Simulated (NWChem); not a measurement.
**BP86/6-31++G(d,p) (spherical functions) run of AlCl (aluminium monochloride)**

Aim: the electronic atomisation energy of AlCl (aluminium monochloride) at BP86/6-31++G** (spherical functions), from 3 runs. 

Program for the calculation: NWChem 7.3.0.

2 further runs of the same task are left out: 2 set aside as unsound or not needed.

**1. The molecule**

AlCl: 2 atoms, total charge 0, spin state singlet. SMILES: `[Al][Cl]`. Geometry: the measured bond length.

Bond lengths: Al1–Cl2 2.130 Å.

**2. A single-point energy at BP86/6-31++G(d,p) (spherical functions)**

File input.nw:

```
start input
title "AlCl"
memory stack 880 mb heap 220 mb global 1100 mb
geometry units angstrom noautosym nocenter noautoz
  Al    0.000000    0.000000    0.000000
  Cl    0.000000    0.000000    2.130113
end
basis spherical bse
  * library 6-31++G**
end
dft
  xc becke88 perdew86
  grid fine
  convergence energy 1e-08
  maxiter 100
  mulliken
  noprint "final vectors analysis"
end
task dft energy
```

Command:

```console
$ nwchem input.nw > input.out
```

The log of the run:

```text
[...]
          Wavefunction type:  closed shell.
          No. of atoms     :     2
          No. of electrons :    30
[...]
          Charge           :     0
          Spin multiplicity:     1
[...]
          AO basis - number of functions:    44
[...]
              XC Information
              --------------
                    Becke 1988 Exchange Functional  1.000
                Perdew 1981 Correlation Functional  1.000 local
                Perdew 1986 Correlation Functional  1.000 non-local
[...]
 d= 0,ls=0.0,diis     1   -702.6766831651 -7.58D+02  2.93D-02  2.18D-01     0.9
[...]
 d= 0,ls=0.0,diis     8   -702.7088757255 -1.40D-09  3.04D-06  8.85D-09     3.1
         Total DFT energy =     -702.708875725488
      One electron energy =    -1081.977167186506
           Coulomb energy =      371.299303327315
    Exchange-Corr. energy =      -46.933344291352
 Nuclear repulsion energy =       54.902332425056
[...]
      Total Density - Mulliken Population Analysis
     ---------------------------------------------
    Atom       Charge   Shell Charges
 -----------   ------   -------------------------------------------------------
    1 Al  13    12.82   2.00  2.00  5.95  1.28  0.65  0.81 -0.01  0.03  0.01  0.09
    2 Cl  17    17.18   2.00  2.00  5.97  1.41  3.64  0.54  1.63 -0.07  0.06  0.01
[...]
```

It took 3.9 s on 1 thread of Intel Xeon Platinum 8488C (Sapphire Rapids), shared host; peak memory 0.11 GiB.

**3. The Al atom, same level**

File struct.nw:

```
echo
start struct
memory stack 880 mb heap 220 mb global 1100 mb
geometry noautosym nocenter noautoz
  Al     0.000000     0.000000     0.000000
end
basis spherical bse
  * library 6-31++G**
end
dft
  xc becke88 perdew86
  mult 2
  grid fine
  convergence energy 1e-08
  maxiter 100
  mulliken
  noprint "final vectors analysis"
end
task dft energy
```

Command:

```console
$ nwchem struct.nw > struct.out
```

The log of the run:

```text
[...]
          Wavefunction type:  spin polarized.
          No. of atoms     :     1
          No. of electrons :    13
[...]
          Charge           :     0
          Spin multiplicity:     2
[...]
          AO basis - number of functions:    22
[...]
              XC Information
              --------------
                    Becke 1988 Exchange Functional  1.000
                Perdew 1981 Correlation Functional  1.000 local
                Perdew 1986 Correlation Functional  1.000 non-local
[...]
 d= 0,ls=0.0,diis     1   -242.3454368556 -2.42D+02  2.61D-02  1.21D-02     0.4
[...]
  Singularity in Pulay matrix. Error and Fock matrices removed.
  Singularity in Pulay matrix. Error and Fock matrices removed.
  Singularity in Pulay matrix. Error and Fock matrices removed.
  Singularity in Pulay matrix. Error and Fock matrices removed.
 d= 0,ls=0.5,diis    18   -242.3633608827 -1.12D-08  9.42D-06  5.20D-09     3.2
[...]
  Singularity in Pulay matrix. Error and Fock matrices removed.
  Singularity in Pulay matrix. Error and Fock matrices removed.
  Singularity in Pulay matrix. Error and Fock matrices removed.
 d= 0,ls=0.5,diis    19   -242.3633608892 -6.48D-09  7.19D-06  3.02D-09     3.3
[...]
         Total DFT energy =     -242.363360892974
      One electron energy =     -336.587957406846
           Coulomb energy =      112.795135295877
    Exchange-Corr. energy =      -18.570538782004
 Nuclear repulsion energy =        0.000000000000
[...]
      Total Density - Mulliken Population Analysis
     ---------------------------------------------
    Atom       Charge   Shell Charges
 -----------   ------   -------------------------------------------------------
    1 Al  13    13.00   2.00  2.00  5.95  1.33  0.57  0.70  0.41 -0.03  0.06  0.00
     --------------------------------------------
      Spin Density - Mulliken Population Analysis
     --------------------------------------------
    Atom       Charge   Shell Charges
 -----------   ------   -------------------------------------------------------
    1 Al  13     1.00  -0.00 -0.00  0.00 -0.01  0.51  0.03  0.42 -0.02  0.06 -0.00
[...]
      <S2> =      0.7521 (Exact =     0.7500)
[...]
```

Wall time 4.2 s (1 thread of Intel Xeon Platinum 8488C (Sapphire Rapids), shared host); peak memory 0.1 GiB.

**4. The Cl atom**

File a.nw:

```
start a
memory stack 880 mb heap 220 mb global 1100 mb
geometry noautosym nocenter noautoz
  Cl     0.000000     0.000000     0.000000
end
basis spherical bse
  Cl library 6-31++G**
end
dft
  xc becke88 perdew86
  mult 2
  grid fine
  convergence energy 1e-08
  iterations 100
  mulliken
  noprint "final vectors analysis"
end
task dft energy
```

Run the same way, it converges to -460.15795 Eh (log not shown).

**5. Outcome**

Level: BP86/6-31++G** (spherical functions).

| quantity | value |
| --- | --- |
| molecule: total energy | -702.70888 Eh |
| molecule: dipole moment | 1.64 D |
| Al atom: total energy | -242.36336 Eh |
| Al atom: ⟨S²⟩ | 0.752 |
| Cl atom: total energy | -460.15795 Eh |
| Cl atom: ⟨S²⟩ | 0.751 |
| electronic atomisation energy | 5.104 eV |

What this shows: Taking the molecule apart into free atoms costs 5.10 eV (492 kJ/mol), before zero-point energy and without spin-orbit coupling.
